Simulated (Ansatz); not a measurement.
# BF2GeH3: two geometries relaxed

Method: RKS PBE/def2-SVP, in Ansatz 0.2.0.

### 1 Starting point

Bond lengths: F1–B2 1.418 Å, B2–Ge3 2.023 Å, Ge3–F4 1.687 Å, B2–H5 1.189 Å, Ge3–H6 1.560 Å, Ge3–H7 1.602 Å. Angles: F1–B2–Ge3 121.7°, F1–B2–H5 117.8°, Ge3–B2–H5 120.5°, B2–Ge3–F4 111.6°, B2–Ge3–H6 109.7°, B2–Ge3–H7 108.1°, F4–Ge3–H6 111.7°, F4–Ge3–H7 108.0°, H6–Ge3–H7 107.6°.

Structure file:

```xyz
7

F    -1.2937   -1.7340    0.7274
B    -0.0664   -1.1659    0.3004
Ge    0.0825    0.7879   -0.2028
F    -0.8765    1.1604   -1.5399
H     0.8815   -1.8803    0.2312
H    -0.2744    1.6776    1.0281
H     1.6083    1.0864   -0.5900
```

### 2 Relaxing end A

Contents of input.yaml:

```yaml
crystal:
  periodic: [false, false, false]
  atoms:
    - { symbol: F, position_ang: [-1.2937, -1.734, 0.7274] }
    - { symbol: B, position_ang: [-0.0664, -1.1659, 0.3004] }
    - { symbol: Ge, position_ang: [0.0825, 0.7879, -0.2028] }
    - { symbol: F, position_ang: [-0.8765, 1.1604, -1.5399] }
    - { symbol: H, position_ang: [0.8815, -1.8803, 0.2312] }
    - { symbol: H, position_ang: [-0.2744, 1.6776, 1.0281] }
    - { symbol: H, position_ang: [1.6083, 1.0864, -0.59] }
basis:
  gaussian: { orbitals: def2-SVP }
hamiltonian:
  xc: pbe
relax:
  f_tol: 0.015
  max_steps: 40
```

The run is started by

```console
$ ansatz run input.yaml --threads 1 --pin off --max-ram 2048MiB --backend cpu --events-out ev --progress --plain --runs-dir out
```

**Question.** How long does this run take on 1 thread of Arm Neoverse V1, shared host, and how much memory does it need?

About 35 s, with a peak of 0.12 GiB.
